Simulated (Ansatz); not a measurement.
**BGeH3O2: small, medium and large basis sets**

Aim: see how fast density functionals converge with the basis set for BGeH3O2.

Program: Ansatz 0.2.0, Gaussian basis. Level of theory: one geometry, several basis sets. These are calculated values, not measurements.

The runs, in order: PBE0-D4/def2-SVP; ωB97M-V/def2-SVP; PBE0-D4/def2-QZVPP; ωB97M-V/def2-QZVPP; the functionals' def2-TZVPP values are taken from earlier runs.

### Step 1. The relaxed structure

The geometry comes from an earlier relaxation with PBE0-D4 in a triple-zeta def2 set; it is a stationary point, not always the lowest conformer.

7 atoms, charge 0, spin multiplicity 1.

Atoms are counted from 1 here; the program's logs count them from 0.

Bond lengths: O1–Ge2 1.774 Å, O1–H5 0.961 Å, Ge2–B3 2.048 Å, Ge2–O4 2.062 Å, Ge2–H6 1.546 Å, B3–O4 1.281 Å, B3–H7 1.189 Å. Angles: Ge2–O1–H5 113.2°, O1–Ge2–B3 115.8°, O1–Ge2–O4 105.2°, O1–Ge2–H6 106.5°, B3–Ge2–O4 36.3°, B3–Ge2–H6 122.8°, O4–Ge2–H6 97.8°, Ge2–B3–O4 72.5°, Ge2–B3–H7 144.8°, O4–B3–H7 142.7°, Ge2–O4–B3 71.2°.

### Step 2. PBE0-D4 in def2-SVP

in.yaml

```yaml
crystal:
  periodic: [false, false, false]
  atoms:
    - {symbol: O, position_ang: [-1.032902, 0.637421, -1.356364]}
    - {symbol: Ge, position_ang: [0.139805, 0.694859, -0.026596]}
    - {symbol: B, position_ang: [1.175013, -1.036666, 0.324411]}
    - {symbol: O, position_ang: [0.025213, -1.156101, 0.875340]}
    - {symbol: H, position_ang: [-1.920478, 0.889968, -1.089832]}
    - {symbol: H, position_ang: [-0.518100, 1.520508, 1.103370]}
    - {symbol: H, position_ang: [2.192648, -1.617991, 0.123971]}
basis:
  gaussian: {orbitals: def2-SVP}
hamiltonian: {xc: pbe0, dispersion: d4}
output: {orbitals: {seedname: orbitals}}
```

The run is started by

```
> ansatz run in.yaml --threads 2 --pin off --events-out ev --progress --plain --max-ram 4352MiB
```

After this run come: ωB97M-V in def2-SVP; PBE0-D4 in def2-QZVPP; ωB97M-V in def2-QZVPP.

**Question.** What will the summary of the whole plan be? Wanted: PBE0-D4: double and triple zeta above quadruple; ωB97M-V: double and triple zeta above quadruple.

The runs gave:

```
                                       quantity           value
PBE0-D4: double and triple zeta above quadruple  14.54, 1.51 eV
ωB97M-V: double and triple zeta above quadruple  14.61, 1.46 eV
```

In words: For PBE0-D4 the step from double to triple zeta gains 13.02 eV and the next only 1.51 eV. Total energies overstate the basis error of differences, where much of it tends to cancel.
